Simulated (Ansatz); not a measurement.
# C3H7FSi: the cost of one run

Method: RKS BLYP-D4/STO-3G, in Ansatz 0.2.0.

### 1 Starting point

Bond lengths: C1–C2 1.284 Å, C2–F3 1.322 Å, C2–C4 1.448 Å, C4–Si5 1.866 Å, C1–H6 1.149 Å, C1–H7 1.103 Å, C4–H8 1.133 Å, C4–H9 1.120 Å, Si5–H10 1.484 Å, Si5–H11 1.478 Å, Si5–H12 1.473 Å. Angles (14 of 18 angles, heavy atoms first): C1–C2–F3 115.7°, C1–C2–C4 128.3°, F3–C2–C4 116.0°, C2–C4–Si5 118.2°, C2–C1–H6 122.4°, C2–C1–H7 124.2°, C2–C4–H8 108.3°, C2–C4–H9 108.8°, Si5–C4–H8 106.3°, Si5–C4–H9 111.7°, C4–Si5–H10 107.9°, C4–Si5–H11 110.1°, C4–Si5–H12 109.7°, H6–C1–H7 113.3°.

Structure file:

```xyz
12

C    -0.0018    1.7651    1.0751
C     0.4044    0.5743    0.8180
F     1.6765    0.3336    1.0834
C    -0.3594   -0.5425    0.3009
Si    0.0594   -1.1840   -1.4003
H    -1.0839    2.1005    0.8843
H     0.6453    2.5728    1.4565
H    -1.4506   -0.2412    0.2678
H    -0.3624   -1.3626    1.0638
H     1.4538   -1.6896   -1.3668
H    -0.8525   -2.2888   -1.7649
H    -0.0519   -0.0928   -2.3837
```

### 2 Preparing the start

input.yaml reads:

```yaml
crystal:
  periodic: [false, false, false]
  atoms:
    - { symbol: C, position_ang: [-0.0018, 1.7651, 1.0751] }
    - { symbol: C, position_ang: [0.4044, 0.5743, 0.818] }
    - { symbol: F, position_ang: [1.6765, 0.3336, 1.0834] }
    - { symbol: C, position_ang: [-0.3594, -0.5425, 0.3009] }
    - { symbol: Si, position_ang: [0.0594, -1.184, -1.4003] }
    - { symbol: H, position_ang: [-1.0839, 2.1005, 0.8843] }
    - { symbol: H, position_ang: [0.6453, 2.5728, 1.4565] }
    - { symbol: H, position_ang: [-1.4506, -0.2412, 0.2678] }
    - { symbol: H, position_ang: [-0.3624, -1.3626, 1.0638] }
    - { symbol: H, position_ang: [1.4538, -1.6896, -1.3668] }
    - { symbol: H, position_ang: [-0.8525, -2.2888, -1.7649] }
    - { symbol: H, position_ang: [-0.0519, -0.0928, -2.3837] }
basis:
  gaussian: { orbitals: STO-3G }
hamiltonian:
  xc: blyp
  dispersion: d4
relax:
  f_tol: 0.02
  max_steps: 40
scf:
  lower_state_search: "off"
```

Started as:

```bash
$ ansatz run input.yaml --threads 1 --pin off --max-ram 2048MiB --backend cpu --events-out ev --progress --plain --runs-dir out
```

Q: Estimate wall time and peak memory on 1 thread of Arm Neoverse V1, shared host.

About 22 s, with a peak of 0.11 GiB.
